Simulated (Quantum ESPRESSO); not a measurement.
## WS3: zone-centre phonons under several settings

```
W S
1.0
    -2.97376    2.97376    3.07849
     2.97376   -2.97376    3.07849
     2.97376    2.97376   -3.07849
W S
1 3
Direct
  0.00000 0.00000 0.00000
  0.75000 0.25000 0.50000
  0.25000 0.75000 0.50000
  0.50000 0.50000 0.00000
```

The cell was built by a generator and needn't be a form met in nature.

All runs used Quantum ESPRESSO 7.5; k mesh 2 × 2 × 2, shifted; given cell, atoms relaxed; no spin polarisation; occupations fermi-dirac, width 0.05 eV.

| level | potentials | cutoff (eV) | pressure (GPa) | lowest optical mode without the field (cm⁻¹) | highest optical mode without the field (cm⁻¹) |
| --- | --- | --- | --- | --- | --- |
| PBE | SPMS 1.0 PBE | 912 | ? | ? | ? |
| PBE | JTH 2.0 PBE | 707 | -20.3 | 506i | 131i |
| PBE | SSSP 1.3 efficiency PBE | 748 | -20.4 | 506i | 131i |
| PBE | GBRV 1.5 PBE | 762 | -20.4 | 506i | 131i |
| PBE | PseudoDojo 0.4.1 SR PBE standard | 1007 | -20.3 | 506i | 131i |
| PBE | PseudoDojo 0.4 SR PBE stringent | 1225 | -20.3 | 506i | 131i |
| PBE | SG15 PBE 1.2 | 1020 | -20.3 | 505i | 135i |

Q: What stands in the row left open?

A: Pressure -20.4 GPa; lowest optical mode without the field 506i cm⁻¹; highest optical mode without the field 131i cm⁻¹.

Values marked i are imaginary: the cell is unstable against those modes at that level, or the meshes are too thin.

Caveats: all runs use coarse meshes; the mesh is thin for the phonons of a metal; some modes are imaginary; the cell is more than 3 GPa from zero pressure, which shifts response properties.

For the row left open. Caveat: the k mesh is coarse (spacing up to 0.75 Å⁻¹), so the values aren't converged; the mesh is thin for the phonons of a metal; some modes are imaginary; the cell is more than 3 GPa from zero pressure, which shifts response properties.

The runs don't all hold the same shells in valence.
